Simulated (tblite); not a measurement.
# Ca5F10H6O3: the cost of one run

Programs: tblite 0.8.0 and PySCF 2.14.0, with routines of our own; each step states its level. All values are computed. Atoms count from 0.

## Step 1: The starting structure

24 atoms, charge 0, multiplicity 1; geometry from: force field, distance geometry or constructed start.

## Step 2: Relaxing the molecule with GFN2-xTB

The job: settings as JSON, then the geometry in Å.

```
{"job": {"kind": "relax", "xc": "GFN2-xTB", "basis": "xTB"}, "charge": 0, "multiplicity": 1}
Ca    -1.979800    -1.315500    -1.916800
Ca    -1.987900     1.420400     0.809400
Ca     0.752000     1.415500    -1.914200
Ca     3.477600     1.422200     0.810100
Ca     0.745800    -1.314900     0.819700
F     -0.622200    -2.679900    -0.552000
O     -3.399100    -2.726500    -3.333000
H     -4.327700    -2.736700    -3.002400
H     -3.407700    -2.404500    -4.262000
F     -3.353200     0.051300    -0.547800
F     -0.621000     0.050900    -3.283000
F     -0.621400     0.050100    -0.549400
F     -0.622300     2.784300    -0.544400
O     -3.397000     0.002700     2.228100
H     -2.881000    -0.391900     2.968400
H     -4.138400     0.524300     2.637500
F     -0.618500     0.054000     2.183000
F      2.111500     0.048700    -0.550400
F      2.112000     2.785400    -0.546900
F      4.846900     2.784500    -0.546700
F      2.110300     0.055900     2.183600
O      4.891900     0.004800     2.230600
H      5.633600    -0.392400     1.717100
H      5.289000     0.519400     2.966700
```

The run is started by

```bash
> OMP_NUM_THREADS=1 python large_run.py task.json out
```

The driver reads the jobs from task.json and runs them one after another.

**Question.** How long does this first job take on 1 thread of Arm Neoverse N1, shared host, and how much memory does it need?

About 14 s, with a peak of 0.16 GiB.
